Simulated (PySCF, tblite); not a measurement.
# BH4O7PSi, a small gas-phase stand-in for a defect centre: NMR shifts, core binding energies and electronic excitations, part 2 of 2

tblite 0.8.0 and PySCF 2.14.0. Atoms count from 0, parts from 1. The steps go on from the part before.

## Step 5: Core holes by ΔSCF: SCAN, X2C

What the job is given:

```
{"job": {"kind": "xps", "holes": 5}, "charge": 0, "multiplicity": 1}
Si     0.297409    -2.294807    -0.220581
O      1.417316    -1.080129    -0.286090
B      1.863198     0.231079    -0.133500
O      1.187238     1.290163    -0.638835
O      2.985518     0.467866     0.587986
O     -1.154338    -1.440555     0.124859
P     -1.634728     0.049762    -0.239566
O     -1.183785     0.509820    -1.577195
O     -1.126273     0.965416     0.971036
O     -3.212248    -0.017452    -0.064559
H      0.435800     1.049774    -1.230849
H      3.380960    -0.347008     0.910057
H     -0.311681     1.433767     0.697795
H     -3.493081    -0.571154     0.675090
```

With the program's defaults for keys left out, this is: delta-SCF UKS SCAN, pcX-2 on the ionised atom, pcseg-1 elsewhere, spin-free X2C.

The program printed:

```text
ground state, core basis on atom 0 (Si), 210 functions
  cycle   1  E = -1185.99373982  |g| = 1.56e+00
  cycle   2  E = -1184.86802206  |g| = 2.81e+00
  cycle   3  E = -1186.40556202  |g| = 4.30e-01
  cycle   4  E = -1186.43983994  |g| = 1.65e-01
  cycle   5  E = -1186.44453524  |g| = 5.67e-02
  cycle   6  E = -1186.44511243  |g| = 2.08e-02
  cycle   7  E = -1186.44518771  |g| = 6.61e-03
  cycle   8  E = -1186.44519665  |g| = 2.22e-03
  cycle   9  E = -1186.44519953  |g| = 8.36e-04
  cycle  10  E = -1186.44519735  |g| = 1.48e-04
  E(ground) = -1186.49187282 Eh
hole in Si 2p of atom 0
  cycle   1  E = -1182.10976784  |g| = 1.22e+00
  cycle   2  E = -1178.89569361  |g| = 2.37e+00
  cycle   3  E = -1182.01433264  |g| = 9.39e-01
  cycle   4  E = -1182.38819956  |g| = 2.35e-01
  cycle   5  E = -1182.36565727  |g| = 3.42e-01
  cycle   6  E = -1182.41875599  |g| = 6.93e-02
  cycle   7  E = -1182.42047770  |g| = 4.51e-02
  cycle   8  E = -1182.42119030  |g| = 1.71e-02
  cycle   9  E = -1182.42130397  |g| = 5.72e-03
  cycle  10  E = -1182.42131660  |g| = 2.25e-03
  cycle  11  E = -1182.42131966  |g| = 1.42e-03
  cycle  12  E = -1182.42132110  |g| = 4.45e-04
  E(ion) = -1182.47827030 Eh   <S^2> = 0.7635   hole on atom = 1.003   binding energy = 109.216 eV
  2p3/2 = 108.920 eV   2p1/2 = 109.554 eV
ground state, core basis on atom 1 (O), 199 functions
  cycle   1  E = -1186.37069907  |g| = 1.08e-01
  cycle   2  E = -1186.36829331  |g| = 1.30e-01
  cycle   3  E = -1186.37065983  |g| = 6.05e-02
  cycle   4  E = -1186.37131241  |g| = 1.12e-02
  cycle   5  E = -1186.37134067  |g| = 2.42e-03
  cycle   6  E = -1186.37133778  |g| = 7.22e-04
  cycle   7  E = -1186.37133935  |g| = 2.69e-04
  E(ground) = -1186.45626080 Eh
hole in O 1s of atom 1
  cycle   1  E = -1165.73509774  |g| = 2.23e+00
  cycle   2  E = -1165.11199401  |g| = 2.31e+00
  cycle   3  E = -1166.43833809  |g| = 6.03e-01
  cycle   4  E = -1166.46450617  |g| = 5.20e-01
  cycle   5  E = -1166.56322216  |g| = 1.29e-01
  cycle   6  E = -1166.56827770  |g| = 6.23e-02
  cycle   7  E = -1166.56970992  |g| = 1.05e-02
  cycle   8  E = -1166.56972789  |g| = 8.42e-03
  cycle   9  E = -1166.56975329  |g| = 1.41e-03
  cycle  10  E = -1166.56975767  |g| = 6.58e-04
  cycle  11  E = -1166.56975489  |g| = 3.40e-04
  E(ion) = -1166.65509286 Eh   <S^2> = 0.7624   hole on atom = 1.000   binding energy = 538.817 eV
ground state, core basis on atom 2 (B), 199 functions
  cycle   1  E = -1186.33724790  |g| = 1.20e-01
  cycle   2  E = -1186.33110073  |g| = 2.12e-01
  cycle   3  E = -1186.33935302  |g| = 2.86e-02
  cycle   4  E = -1186.33948481  |g| = 1.61e-02
  cycle   5  E = -1186.33952510  |g| = 5.37e-03
  cycle   6  E = -1186.33953347  |g| = 1.17e-03
  cycle   7  E = -1186.33953240  |g| = 3.14e-04
  E(ground) = -1186.42832937 Eh
hole in B 1s of atom 2
  cycle   1  E = -1178.64998725  |g| = 1.18e+00
  cycle   2  E = -1175.96586008  |g| = 2.29e+00
  cycle   3  E = -1178.76419390  |g| = 7.66e-01
  cycle   4  E = -1178.97349119  |g| = 3.82e-01
  cycle   5  E = -1179.02344265  |g| = 1.64e-01
  cycle   6  E = -1179.03242651  |g| = 6.45e-02
  cycle   7  E = -1179.03388072  |g| = 2.04e-02
  cycle   8  E = -1179.03400582  |g| = 1.02e-02
  cycle   9  E = -1179.03403985  |g| = 4.93e-03
  cycle  10  E = -1179.03404597  |g| = 1.46e-03
  cycle  11  E = -1179.03404966  |g| = 1.00e-03
  cycle  12  E = -1179.03405035  |g| = 4.91e-04
  E(ion) = -1179.12315907 Eh   <S^2> = 0.7683   hole on atom = 1.000   binding energy = 198.784 eV
ground state, core basis on atom 3 (O), 199 functions
  cycle   1  E = -1186.36651805  |g| = 1.04e-01
  cycle   2  E = -1186.36536364  |g| = 9.67e-02
  cycle   3  E = -1186.36646071  |g| = 5.41e-02
  cycle   4  E = -1186.36694229  |g| = 8.30e-03
  cycle   5  E = -1186.36695816  |g| = 1.59e-03
  cycle   6  E = -1186.36695697  |g| = 5.85e-04
  cycle   7  E = -1186.36695618  |g| = 1.31e-04
  E(ground) = -1186.45223198 Eh
hole in O 1s of atom 3
  cycle   1  E = -1165.75078470  |g| = 2.22e+00
  cycle   2  E = -1165.22996834  |g| = 2.23e+00
  cycle   3  E = -1166.46417069  |g| = 5.35e-01
  cycle   4  E = -1166.47534950  |g| = 4.80e-01
  cycle   5  E = -1166.55941919  |g| = 1.10e-01
  cycle   6  E = -1166.56320860  |g| = 5.23e-02
  cycle   7  E = -1166.56418360  |g| = 1.16e-02
  cycle   8  E = -1166.56423170  |g| = 4.93e-03
  cycle   9  E = -1166.56423720  |g| = 2.72e-03
  cycle  10  E = -1166.56424094  |g| = 5.72e-04
  cycle  11  E = -1166.56424058  |g| = 3.63e-04
  E(ion) = -1166.64935006 Eh   <S^2> = 0.7607   hole on atom = 1.000   binding energy = 538.864 eV
ground state, core basis on atom 5 (O), 199 functions
  cycle   1  E = -1186.37235204  |g| = 1.31e-01
  cycle   2  E = -1186.36721794  |g| = 1.93e-01
  cycle   3  E = -1186.37363304  |g| = 4.59e-02
  cycle   4  E = -1186.37384613  |g| = 2.98e-02
  cycle   5  E = -1186.37400776  |g| = 3.15e-03
  cycle   6  E = -1186.37400940  |g| = 1.19e-03
  cycle   7  E = -1186.37400756  |g| = 1.75e-04
  E(ground) = -1186.45824624 Eh
hole in O 1s of atom 5
  cycle   1  E = -1165.72238472  |g| = 2.24e+00
  cycle   2  E = -1164.76777428  |g| = 2.48e+00
  cycle   3  E = -1166.32812056  |g| = 7.76e-01
  cycle   4  E = -1166.41411006  |g| = 6.21e-01
  cycle   5  E = -1166.55359592  |g| = 1.67e-01
  cycle   6  E = -1166.56257170  |g| = 7.04e-02
  cycle   7  E = -1166.56433657  |g| = 1.13e-02
  cycle   8  E = -1166.56435052  |g| = 9.97e-03
  cycle   9  E = -1166.56438715  |g| = 1.81e-03
  cycle  10  E = -1166.56438816  |g| = 9.97e-04
  cycle  11  E = -1166.56438838  |g| = 4.26e-04
  E(ion) = -1166.64897084 Eh   <S^2> = 0.7633   hole on atom = 1.000   binding energy = 539.038 eV
```

Wall time 56 s (1 thread of Arm Neoverse V1, shared host); peak memory 0.79 GiB.

Binding energies by hole, beside the orbital energy of the ground state; the difference holds orbital relaxation and, for a density functional, its self-interaction error:

| hole | stands for | environment | ΔSCF (eV; 2p as the shell's mean) | −ε (eV) | ⟨S²⟩ |
| --- | --- | --- | --- | --- | --- |
| Si2p on Si0 | Si0 | silicon bonded to 2 O | 109.13 | 98.0 | 0.763 |
| O1s on O1 | O1 | oxygen bonded to B, Si | 538.82 | 517.5 | 0.762 |
| B1s on B2 | B2 | boron bonded to 3 O | 198.78 | 182.3 | 0.768 |
| O1s on O3 | O3 | oxygen bonded to B, H | 538.86 | 517.0 | 0.761 |
| O1s on O5 | O5 | oxygen bonded to P, Si | 539.04 | 517.9 | 0.763 |

With the spin-orbit splitting: Si0 2p3/2 108.92, 2p1/2 109.55 eV. The table gives each 2p level as the mean over the whole 2p shell (two parts 2p3/2, one part 2p1/2), which differs a little from the single hole in the log.

## Step 6: Excited states and response: CAM-B3LYP/def2-SVPD

Same as in step 5 but for these lines:

```diff
@@ -1,2 +1,2 @@
-{"job": {"kind": "xps", "holes": 5}, "charge": 0, "multiplicity": 1}
+{"job": {"kind": "uv", "xc": "CAM-B3LYP", "basis": "def2-SVPD", "nstates": 6, "ntriplets": 2, "ip": true}, "charge": 0, "multiplicity": 1}
 Si     0.297409    -2.294807    -0.220581
```

Method: TDDFT CAM-B3LYP/def2-SVPD, vertical, gas phase, core orbitals frozen in the response.

The program printed:

```text
coarse grid: 14416 points
cycle   1  E = -1183.6384803855  dE =  2.107e+00  |g| = 1.559e+00  |ddm| = 6.886e+00
cycle   2  E = -1183.4225031342  dE =  2.160e-01  |g| = 1.935e+00  |ddm| = 6.051e+00
cycle   3  E = -1184.0889852988  dE = -6.665e-01  |g| = 1.624e-01  |ddm| = 2.863e+00
cycle   4  E = -1184.0925990928  dE = -3.614e-03  |g| = 8.690e-02  |ddm| = 2.499e-01
cycle   5  E = -1184.0939671219  dE = -1.368e-03  |g| = 1.093e-02  |ddm| = 1.197e-01
cycle   6  E = -1184.0939878540  dE = -2.073e-05  |g| = 5.775e-03  |ddm| = 2.661e-02
cycle   7  E = -1184.0939939058  dE = -6.052e-06  |g| = 1.270e-03  |ddm| = 9.259e-03
final grid: 135008 points
cycle   8  E = -1184.2911842037  dE = -4.880e-05  |g| = 3.307e-03  |ddm| = 9.304e-02
cycle   9  E = -1184.2911834778  dE =  7.259e-07  |g| = 4.210e-03  |ddm| = 1.094e-02
cycle  10  E = -1184.2911865965  dE = -3.119e-06  |g| = 3.547e-04  |ddm| = 5.332e-03
cycle  11  E = -1184.2911866261  dE = -2.956e-08  |g| = 2.096e-04  |ddm| = 9.936e-04
cycle  12  E = -1184.2911866344  dE = -8.342e-09  |g| = 5.823e-05  |ddm| = 2.944e-04
cycle  13  E = -1184.2911866351  dE = -6.830e-10  |g| = 1.626e-05  |ddm| = 9.344e-05
converged SCF energy = -1184.2911866351

Static polarisability (au): isotropic 83.991, principal 72.491 85.260 94.223

Singlet excitations
state   eV       nm        f      main configurations
  1   5.2943    234.2   0.11309   H->L 0.98
  2   6.5543    189.2   0.00255   H-4->L 0.58, H-2->L 0.30
  3   6.7960    182.4   0.00924   H-1->L 0.86
  4   7.2259    171.6   0.00494   H-2->L 0.57, H-4->L 0.17, H-5->L 0.10
  5   7.2994    169.9   0.03238   H->L+2 0.33, H-5->L 0.30
  6   7.5208    164.9   0.12918   H->L+1 0.74, H->L+2 0.10

Triplet excitations (Tamm-Dancoff, eV): 3.0628 5.8411
Vertical ionisation energy (delta-SCF) = 10.5320 eV
Vertical electron affinity (delta-SCF) = 0.4591 eV
```

Wall time 3.5 min (1 thread of Arm Neoverse V1, shared host); peak memory 1.4 GiB.

Frontier orbitals and where they lie:

```
orbital      eV                       atoms
 HOMO−3  -11.24    O4 34 %, O3 34 %, O7 9 %
 HOMO−2  -10.95    O7 53 %, O3 20 %, O5 7 %
 HOMO−1  -10.78   O7 64 %, O8 13 %, O5 11 %
   HOMO   -9.55  Si0 61 %, O1 16 %, O5 15 %
   LUMO   -1.18  Si0 62 %, O1 18 %, O5 15 %
 LUMO+1    0.30  B2 24 %, O9 12 %, Si0 12 %
 LUMO+2    0.56  B2 15 %, Si0 13 %, O9 12 %
```

With each of the 6 states as a Gaussian band of 0.4 eV half-width at 1/e, the curve within the window shown has maxima at 235 nm (ε 4,600), 166 nm (ε 6,400) L/(mol cm). Beyond the last state computed it falls off for lack of states. The curve at chosen wavelengths:

(nm, ε (L/mol/cm)): (159, 3242), (163, 5610), (167, 6370), (172, 4654), (176, 2769), (180, 1491), (184, 841), (188, 520), (193, 286), (197, 167), (201, 113), (205, 151), (209, 337), (214, 893), (218, 1641), (222, 2586), (226, 3538), (230, 4261), (235, 4577), (239, 4320), (243, 3721), (247, 2951), (251, 2172), (256, 1348), (260, 861), (264, 522)

Further results of this job:

```
           property  computed
  dipole moment (D)      4.30
polarisability (Å³)     12.45
 HOMO–LUMO gap (eV)      8.37
      −ε(HOMO) (eV)      9.56
```

## Step 7: Results

The summary covers parts 1 to 2.

| quantity | value |
| --- | --- |
| point group | C1 |
| rotational constants (main isotopes) | 1.63, 0.79, 0.63 GHz |
| ¹H shifts against TMS (PBE0/pcSseg-1) | 8.49, 5.68, 3.36, 3.13 ppm |
| ²⁹Si shifts against TMS (PBE0/pcSseg-1) | 18.3 ppm |
| ¹⁷O shifts against H2O (PBE0/pcSseg-1) | 253.7, 233.6, 162.0, 133.5, 119.2, 101.8, 99.5 ppm |
| ¹¹B shifts against BF3·OEt2 (PBE0/pcSseg-1) | 15.7 ppm |
| ³¹P shifts against H3PO4 (PBE0/pcSseg-1) | -7.4 ppm |
| potential on the surface of density 0.002 e/bohr³, 1st and 99th percentile | -1.62 V and 2.79 V |
| O1s binding energies, SCAN/pcX-2 (standing for 3 of 7 atoms) | O5 539.04, O3 538.86, O1 538.82 eV |
| Si2p binding energies, SCAN/pcX-2 | Si0 109.13 eV |
| B1s binding energies, SCAN/pcX-2 | B2 198.78 eV |
| lowest singlet (CAM-B3LYP/def2-SVPD) | 5.29 eV (234 nm), f = 0.113 |
| brightest single state of those computed | state 6, 7.52 eV, f = 0.129 |
| lowest triplet | 3.06 eV |
| vertical ionisation energy (ΔSCF) | 10.53 eV |
| vertical electron affinity (ΔSCF) | 0.46 eV |

The start of the PBE0/def2-SVP relaxation was shaken at random by about 0.01 Å, so part of the energy gained, and of the first lengths quoted, undoes that. The optimisation took 33 steps and gained 0.349 eV; among the close pairs (by a distance rule), Si0–O1 changed most, from 1.588 to 1.653 Å (PBE0/def2-SVP). At PBE0/pcSseg-1: Shielding is most anisotropic at Si0 (span 431 ppm, paramagnetic term -545 ppm). At PBE0/pcSseg-1, counted by nearest atom on the grid, the HOMO lies on Si0 75 %; O1, O5 about 9 % each, the LUMO on Si0 75 %; O1, O5 about 10 % each. At SCAN/pcX-2: The O1s levels kept as sound span 0.22 eV, from O1 (oxygen bonded to B, Si) up to O5 (oxygen bonded to P, Si). Only 3 of the 7 O atoms are covered by sound results. The lowest singlet, at 5.29 eV, is HOMO→LUMO 0.98 and is bright; of the 6 states computed, the strongest absorption comes from state 6 at 7.52 eV (the last computed, so partners may be missing). The lowest triplet lies 2.23 eV below the lowest singlet (triplets in Tamm-Dancoff, singlets in full TDDFT). ΔSCF puts the ionisation energy at 10.53 eV, 0.98 eV above −ε(HOMO). A capped cluster stands for the solid here, so long-range fields and strain are missing, and bands or shifts of the capping hydrogens have no counterpart in it.
